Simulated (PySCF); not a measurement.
# Cl5Ta: the cost of one run

Method: levels as typed in each script, gas phase, geometry from GFN2-xTB; program: PySCF 2.14.0.

## 1. The system as given

SMILES `Cl[Ta](Cl)(Cl)(Cl)Cl`, 6 atoms, charge 0, spin multiplicity 1.

Bond lengths: Cl1–Ta2 2.310 Å, Ta2–Cl3 2.258 Å, Ta2–Cl4 2.258 Å, Ta2–Cl5 2.258 Å, Ta2–Cl6 2.310 Å. Angles: Cl1–Ta2–Cl3 90.0°, Cl1–Ta2–Cl4 90.0°, Cl1–Ta2–Cl5 90.0°, Cl1–Ta2–Cl6 180.0°, Cl3–Ta2–Cl4 120.0°, Cl3–Ta2–Cl5 120.0°, Cl3–Ta2–Cl6 90.0°, Cl4–Ta2–Cl5 120.0°, Cl4–Ta2–Cl6 90.0°, Cl5–Ta2–Cl6 90.0°.

Coordinates:

```
Cl    2.3099    0.0015   -0.0006
Ta    0.0000    0.0000    0.0001
Cl    0.0020   -2.1820   -0.5821
Cl   -0.0020    1.5952   -1.5985
Cl    0.0000    0.5868    2.1808
Cl   -2.3099   -0.0017    0.0002
```

## 2. Localised orbitals (PBE/def2-svp)

The input, input.py:

```python
import numpy as np
from pyscf import gto, scf, dft, lo
from pyscf.data.elements import chemcore

def solve(mol, dm0=None, hcore=None):
    mf = (dft.UKS if mol.spin else dft.RKS)(mol, xc='pbe')
    mf.grids.level = 3
    mf = mf.density_fit(auxbasis='def2-universal-jkfit')
    mf.conv_tol, mf.max_cycle = 1e-8, 80
    if hcore is not None:
        mf.get_hcore = lambda *args: hcore
    mf.kernel(dm0)
    if not mf.converged:
        mf = mf.newton().run(mf.mo_coeff, mf.mo_occ, max_cycle=30)
    assert mf.converged, 'SCF not converged'
    return mf

mol = gto.M(atom='''
Cl     2.30994     0.00154    -0.00062
Ta    -0.00001     0.00003     0.00006
Cl     0.00199    -2.18204    -0.58214
Cl    -0.00197     1.59522    -1.59852
Cl     0.00001     0.58683     2.18075
Cl    -2.30992    -0.00169     0.00024
''', basis='def2-svp', ecp={'Ta': 'def2-svp'}, charge=0, spin=0, verbose=4)
mf = solve(mol)
occ_all = mf.mo_coeff[:, mf.mo_occ > 0]
occ = occ_all[:, chemcore(mol):]
pm = lo.PM(mol, occ, pop_method='meta_lowdin')
loc = pm.kernel()
for _ in range(5):
    new, stable = pm.stability_jacobi(return_status=True)
    if stable:
        break
    loc = pm.kernel(new)
fock, s = mf.get_fock(), mf.get_ovlp()
ortho = lo.orth_ao(mol, 'meta_lowdin')
labels = mol.ao_labels(fmt=None)
vir = loc[:, :0]
both = np.hstack([loc, vir])
p = (ortho.T @ s @ both) ** 2
pop = np.array([p[[l[0] == a for l in labels]].sum(0) for a in range(mol.natm)])
spd = np.array([[p[[l[0] == a and l[2][-1] == k for l in labels]].sum(0) for k in 'spd'] for a in range(mol.natm)])
eps = np.einsum('pi,pq,qi->i', both, fock, both)
for i in np.argsort(eps):
    top = np.argsort(-pop[:, i])[:3]
    print('%3d %s %9.4f Eh ' % (i + 1, 'occ' if i < loc.shape[1] else 'vir', eps[i]), '  '.join('%s%d %.3f' % (mol.atom_symbol(a), a + 1, pop[a, i]) for a in top))
np.savez('result.npz', c=both, nocc=loc.shape[1], pop=pop, spd=spd, eps=eps, e=mf.e_tot)
```

The run is started by

```bash
$ OMP_NUM_THREADS=1 python input.py
```

Q: Estimate wall time and peak memory on 1 thread of Intel Xeon 6975P-C (Granite Rapids), shared host.

About 12 s, with a peak of 0.5 GiB.
